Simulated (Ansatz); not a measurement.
# InH3 (SMILES [H][In]([H])[H]): BLYP/STO-3G

Aim: the electronic atomisation energy of InH3 at BLYP/STO-3G, from 3 runs. 

The calculation is run with Ansatz 0.2.0.

27 further runs of the same task are left out: 1 that didn't finish, 26 set aside as unsound or not needed.

## 1. The system as given

InH3: 4 atoms, total charge 0, spin state singlet. As SMILES, `[H][In]([H])[H]`. The shape comes from GFN2-xTB, which is rough for such elements, and wasn't checked as a minimum.

Bond lengths: In1–H2 1.719 Å, In1–H3 1.719 Å, In1–H4 1.718 Å. Angles: H2–In1–H3 120.0°, H2–In1–H4 120.1°, H3–In1–H4 119.9°.

## 2. The energy at BLYP/STO-3G

Input file input.yaml:

```yaml
crystal:
  periodic: [false, false, false]
  atoms:
    - {symbol: In, position_ang: [0.000640, -0.000740, -0.000540]}
    - {symbol: H, position_ang: [1.718930, -0.027790, 0.013510]}
    - {symbol: H, position_ang: [-0.834510, 1.501400, -0.017780]}
    - {symbol: H, position_ang: [-0.885060, -1.472880, 0.004810]}
basis:
  gaussian: {orbitals: STO-3G}
hamiltonian: {xc: {name: BLYP}}
accuracy: high
```

Launch:

```console
ansatz run input.yaml --threads 1 --pin off --max-ram 2610MiB --events-out events.jsonl --progress --plain --runs-dir runs
```

Standard output:

```text
Warning: RAYON_NUM_THREADS=1 ignored (pool sized by the plan → 1); use --threads N
Functional definition: BLYP
  name "BLYP"
  parameter beta = 0.0042
  parameter a = 0.04918
  parameter b = 0.132
  parameter c = 0.2533
  parameter d = 0.349
  exchange = b88_x(beta = beta)
  correlation = lyp_c(a = a, b = b, c = c, d = d)
527 factors; integrals over basis functions are off by at most 4.0e-9 eV
mean field evaluation 1: about -154733.9858 eV, gradient 2.8e1 eV
mean field evaluation 2: about -154735.2101 eV, gradient 1.9e1 eV
mean field evaluation 4: about -154736.8521 eV, gradient 1.8e-1 eV
mean field evaluation 8: about -154736.7919 eV, gradient 2.3e-3 eV
mean field evaluation 16: about -154736.7919 eV, gradient 3.2e-8 eV
mean field -154736.79185520 eV, -5686.4722163140 hartree, gradient 3.2e-8 eV, S^2 0.000000; 0 other end points of the search recorded, 0 dependent functions left out
reference -154736.79188987 eV, -5686.4722175881 hartree; 26, 26 occupied and 4, 4 virtual orbitals, 527 factors
Total energy: -154736.79188987 eV, -5686.4722175881 hartree
```

Wall time 0.67 s (1 thread of AMD EPYC 9R45 (Zen 5), shared host).

## 3. The H atom

Input file input.yaml:

```yaml
crystal:
  periodic: [false, false, false]
  atoms:
    - symbol: H
      position_ang: [0.000000, 0.000000, 0.000000]
basis:
  gaussian:
    orbitals: STO-3G
magnetization:
  spin_polarized: true
  initial_magnetization: 1
hamiltonian:
  xc: {name: BLYP}
accuracy: high
```

Launch:

```console
ansatz run input.yaml --threads 1 --pin off --max-ram 2610MiB --events-out events.jsonl --progress --plain --runs-dir runs
```

Standard output, shortened:

```text
Warning: RAYON_NUM_THREADS=1 ignored (pool sized by the plan → 1); use --threads N
[... 9 set-up lines as earlier in the session ...]
1 factors; integrals over basis functions are off by at most 4.6e-10 eV
mean field evaluation 1: about -12.5918 eV, gradient 0.0e0 eV
mean field evaluation 2: about -12.5918 eV, gradient 0.0e0 eV
mean field -12.59181263 eV, -0.4627405790 hartree, gradient 0.0e0 eV, S^2 0.750000; 0 other end points of the search recorded, 0 dependent functions left out
reference -12.59183075 eV, -0.4627412451 hartree; 1, 0 occupied and 0, 1 virtual orbitals, 1 factors
Total energy: -12.59183075 eV, -0.4627412451 hartree
```

It took 0.04 s on 1 thread of AMD EPYC 9R45 (Zen 5), shared host.

## 4. The In atom

Input file molecule.yaml:

```yaml
crystal:
  periodic: [false, false, false]
  atoms:
    - symbol: In
      position_ang: [0.000000, 0.000000, 0.000000]
basis:
  gaussian:
    orbitals: STO-3G
magnetization:
  spin_polarized: true
  initial_magnetization: 1
hamiltonian:
  xc: {name: BLYP}
accuracy: high
```

Run the same way, it converges to -5684.57069 Eh (log not shown).

## 5. Results

At BLYP/STO-3G:

```
                     quantity           value
       molecule: total energy  -5686.47222 Eh
         H atom: total energy     -0.46274 Eh
                 H atom: ⟨S²⟩           0.750
        In atom: total energy  -5684.57069 Eh
                In atom: ⟨S²⟩           0.750
electronic atomisation energy       13.968 eV
```

**Reading.** Taking the molecule apart into free atoms costs 13.97 eV (322 kcal/mol), before zero-point energy and without spin-orbit coupling. In a minimal basis such a difference can be off by several eV, whatever the method. Relativity is left out (molecule) although the molecule holds a heavy atom. Relativity is left out (In atom) although the molecule holds a heavy atom.
